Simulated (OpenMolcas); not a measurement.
# doublet CH6FNSn+ at 6 levels

Wanted: a comparison of 6 runs (UHF/STO-3G, UHF/3-21G, U-r2SCAN/def2-SVP, U-revPBE/def2-SVP, UB3LYP/def2-SVP, UM06-L/def2-SVP) of doublet CH6FNSn+. 

Program for the calculation: OpenMolcas 26.06.

## Step 1: The molecule

CH6FNSn+: 10 atoms, total charge +1, spin state doublet. As SMILES of the parent species, `[CH3][SnH]([NH2])[F]`. The coordinates come from a PBE0-D4/def2-TZVP relaxation. This is one conformer, not always the lowest. That shape belongs to the parent species and isn't relaxed for this state.

Bond lengths: C1–Sn2 2.121 Å, Sn2–N3 2.000 Å, Sn2–F4 1.931 Å, C1–H5 1.090 Å, C1–H6 1.090 Å, C1–H7 1.089 Å, Sn2–H8 1.704 Å, N3–H9 1.008 Å, N3–H10 1.008 Å. Some angles: C1–Sn2–N3 111.9°, C1–Sn2–F4 103.5°, N3–Sn2–F4 105.0°, C1–Sn2–H8 120.3°, N3–Sn2–H8 111.0°, F4–Sn2–H8 103.2°, Sn2–C1–H5 108.9°, Sn2–C1–H6 110.7°, Sn2–C1–H7 109.4°, Sn2–N3–H9 117.9°.

## Step 2: The energy at UHF/STO-3G (run 1)

Contents of coord.xyz:

```xyz
10

C     -1.023300     1.186900     0.305600
Sn    -0.012600    -0.424100    -0.632800
N      1.522200    -1.085200     0.465800
F     -1.308600    -1.855400    -0.593400
H     -1.191500     0.935400     1.352900
H     -0.432400     2.100700     0.242800
H     -1.985300     1.342500    -0.181300
H      0.413300    -0.329300    -2.280300
H      1.719700    -0.610700     1.333200
H      2.381600    -1.312000    -0.009700
```

Contents of mol.inp:

```
&GATEWAY
BasLib=$CurrDir
Coord=coord.xyz
Basis=STO-3G
Group=NoSym
&SEWARD
&SCF
UHF
Charge=1
Spin=2
Thresholds=1e-10 1e-07 1e-07 1e-05
PrOrbitals=1 1
```

The basis set STO-3G is read from a file made from the Basis Set Exchange's data (not shown).

Started as:

```
$ export MOLCAS_MEM=1860
$ pymolcas mol.inp > mol.log
```

The program printed:

```text
--- Start Module: gateway ---
[...]
--- Stop Module: gateway /rc=_RC_ALL_IS_WELL_ ---
--- Start Module: seward ---
[...]
      Basis functions           48
--- Stop Module: seward /rc=_RC_ALL_IS_WELL_ ---
--- Start Module: scf ---
[...]
       Convergence after  23 Iterations
[...]
::    Total SCF energy                              -6155.8066298458
[...]
      Total spin, S                                     0.5056896655
[...]
      Total electronic charge=   77.000000
      Total            charge=    1.000000
[...]
      Dipole Moment (debye):
      Origin of the operator (angstrom)=   -0.0961   -0.4967   -0.4475
                   X=  6.9966E+00               Y=  4.8348E-01               Z=  2.8908E+00           Total=  7.5857E+00
      Center of Charge (angstrom)
[...]
--- Stop Module: scf /rc=_RC_ALL_IS_WELL_ ---
[...]
```

Wall time 1.9 s (1 thread of Intel Xeon 6975P-C (Granite Rapids), shared host); peak memory 0.38 GiB.

## Step 3: A single-point energy at UHF/3-21G (run 2)

Contents of mol.inp:

```
>>> EXPORT MOLCAS_PRINT=2
&GATEWAY
BasLib=$CurrDir
Coord
10
bohr
C     -1.93375674     2.24291594     0.57750030
Sn    -0.02381055    -0.80143285    -1.19581869
N      2.87654111    -2.05073079     0.88023443
F     -2.47289561    -3.50619785    -1.12136348
H     -2.25160868     1.76764982     2.55661047
H     -0.81711758     3.96974767     0.45882550
H     -3.75167328     2.53695732    -0.34260735
H      0.78102381    -0.62228681    -4.30914248
H      3.24976202    -1.15405574     2.51938287
H      4.50057174    -2.47932068    -0.01833034
Basis=3-21G
Group=NoSym
&SEWARD
&SCF
UHF
Charge=1
Spin=2
Thresholds=1e-10 1e-07 1e-07 1e-05
PrOrbitals=0
```

The basis set 3-21G is read from a file made from the Basis Set Exchange's data (not shown).

Started as:

```
$ export MOLCAS_MEM=1860
$ pymolcas mol.inp > mol.log
```

The program printed:

```text
--- Start Module: gateway ---
[...]
--- Stop Module: gateway /rc=_RC_ALL_IS_WELL_ ---
--- Start Module: seward ---
[...]
      Basis functions           70
--- Stop Module: seward /rc=_RC_ALL_IS_WELL_ ---
--- Start Module: scf ---
[...]
       Convergence after  24 Iterations
[...]
::    Total SCF energy                              -6190.2219958303
[...]
      Total spin, S                                     0.5038453267
[...]
      Total electronic charge=   77.000000
      Total            charge=    1.000000
[...]
      Dipole Moment (debye):
      Origin of the operator (angstrom)=   -0.0961   -0.4967   -0.4475
                   X=  7.9238E+00               Y=  2.1038E+00               Z=  3.3132E+00           Total=  8.8425E+00
      Center of Charge (angstrom)
[...]
--- Stop Module: scf /rc=_RC_ALL_IS_WELL_ ---
[...]
```

Wall time 3.9 s (1 thread of Intel Xeon 6975P-C (Granite Rapids), shared host); peak memory 0.42 GiB.

Run 3 isn't shown in full; the table further down has it.

## Step 4: The energy at U-revPBE/def2-SVP (core potential) (run 4)

Contents of input.xyz:

```xyz
10

C     -1.023300     1.186900     0.305600
Sn    -0.012600    -0.424100    -0.632800
N      1.522200    -1.085200     0.465800
F     -1.308600    -1.855400    -0.593400
H     -1.191500     0.935400     1.352900
H     -0.432400     2.100700     0.242800
H     -1.985300     1.342500    -0.181300
H      0.413300    -0.329300    -2.280300
H      1.719700    -0.610700     1.333200
H      2.381600    -1.312000    -0.009700
```

Contents of mol.inp:

```
* CH6FNSn Kohn-Sham DFT

&GATEWAY
 BASLIB = $CurrDir
 COORD = input.xyz
 BASIS = def2-SVP
 GROUP = NoSym

&SEWARD
 GRIDINPUT
 Grid=UltraFine
 End of Grid

&SCF
 UHF
 CHARGE = 1
 SPIN = 2
 KSDFT = revPBE
 THRESHOLDS = 1e-10 1e-07 1e-07 1e-05
 PRORBITALS = 1 1
```

The basis set def2-SVP is read from a file made from the Basis Set Exchange's data (not shown).

Started as:

```
$ export MOLCAS_MEM=1860
$ pymolcas mol.inp > mol.log
```

The program printed:

```text
--- Start Module: gateway ---
[...]
--- Stop Module: gateway /rc=_RC_ALL_IS_WELL_ ---
--- Start Module: seward ---
[...]
      Basis functions           98
--- Stop Module: seward /rc=_RC_ALL_IS_WELL_ ---
[...]
--- Start Module: scf ---
[...]
       Convergence after  33 Iterations
[...]
::    Total KS-DFT energy                            -410.1127566962
[...]
      Total spin, S                                     0.5022585796
[...]
      Total electronic charge=   49.000000
      Total            charge=    1.000000
[...]
      Dipole Moment (debye):
      Origin of the operator (angstrom)=   -0.0961   -0.4967   -0.4475
                   X=  4.6248E+00               Y=  2.9396E+00               Z=  2.5898E+00           Total=  6.0611E+00
      Center of Charge (angstrom)
[...]
--- Stop Module: scf /rc=_RC_ALL_IS_WELL_ ---
[...]
```

Wall time 67 s (1 thread of Intel Xeon 6975P-C (Granite Rapids), shared host); peak memory 0.55 GiB.

Run 5 isn't shown in full; the table further down has it.

## Step 5: A single-point energy at UM06-L/def2-SVP (core potential) (run 6)

Contents of run.input:

```
* CH6FNSn Kohn-Sham DFT

&GATEWAY
 BasLib = $CurrDir
 Coord
 10
 angstrom
 C       -1.023300       1.186900       0.305600
 Sn      -0.012600      -0.424100      -0.632800
 N        1.522200      -1.085200       0.465800
 F       -1.308600      -1.855400      -0.593400
 H       -1.191500       0.935400       1.352900
 H       -0.432400       2.100700       0.242800
 H       -1.985300       1.342500      -0.181300
 H        0.413300      -0.329300      -2.280300
 H        1.719700      -0.610700       1.333200
 H        2.381600      -1.312000      -0.009700
 Basis = def2-SVP
 Group = NoSym

&SEWARD
 GridInput
 Grid=UltraFine
 End of Grid

&SCF
 UHF
 Charge = 1
 Spin = 2
 KSDFT = M06L
 Thresholds = 1e-10 1e-07 1e-07 1e-05
 PrOrbitals = 0
```

The basis set def2-SVP is read from a file made from the Basis Set Exchange's data (not shown).

Started as:

```
$ export MOLCAS_MEM=1860
$ pymolcas run.input > run.log
```

The program printed:

```text
--- Start Module: gateway ---
[...]
--- Stop Module: gateway /rc=_RC_ALL_IS_WELL_ ---
--- Start Module: seward ---
[...]
      Basis functions           98
--- Stop Module: seward /rc=_RC_ALL_IS_WELL_ ---
[...]
--- Start Module: scf ---
[...]
       Convergence after  30 Iterations
[...]
::    Total KS-DFT energy                            -410.2663320706
[...]
      Total spin, S                                     0.5030444108
[...]
      Total electronic charge=   49.000000
      Total            charge=    1.000000
[...]
      Dipole Moment (debye):
      Origin of the operator (angstrom)=   -0.0961   -0.4967   -0.4475
                   X=  5.4135E+00               Y=  2.8482E+00               Z=  2.6839E+00           Total=  6.6800E+00
      Center of Charge (angstrom)
[...]
--- Stop Module: scf /rc=_RC_ALL_IS_WELL_ ---
[...]
```

Wall time 93 s (1 thread of Intel Xeon 6975P-C (Granite Rapids), shared host); peak memory 0.55 GiB.

## Step 6: All runs side by side

```
run                               level  integration grid   energy (Eh)  HOMO energy (eV)  LUMO energy (eV)   ⟨S²⟩  wall time
  1                          UHF/STO-3G                 –  -6155.806630            -14.39             -3.03  0.761      1.9 s
  2                           UHF/3-21G                 –  -6190.221996            -16.47             -6.13  0.758      3.9 s
  3  U-r2SCAN/def2-SVP (core potential)         UltraFine   -410.108268            -12.80            -12.37  0.757    1.7 min
  4  U-revPBE/def2-SVP (core potential)         UltraFine   -410.112757            -12.61            -12.50  0.755       67 s
  5    UB3LYP/def2-SVP (core potential)         UltraFine   -410.197439            -13.57            -12.05  0.756       64 s
  6    UM06-L/def2-SVP (core potential)         UltraFine   -410.266332            -12.83            -12.53  0.756       93 s
```

## Step 7: What came out

| quantity | value |
| --- | --- |
| run 6: total energy | -410.26633 Eh |
| run 6: HOMO energy (highest over α and β) | -12.83 eV |
| run 6: LUMO energy (lowest over α and β) | -12.53 eV |
| run 6: ⟨S²⟩ | 0.756 |

**Reading.** Totals of different functionals can't be ranked against each other. Some runs of one species differ in core potentials or relativity; totals across that change don't compare. In run 1 the basis is minimal, so the values are rough. In runs 1, 2 relativity is left out where basis or elements ask for it. All runs together took 5.5 min, the longest 1.7 min.
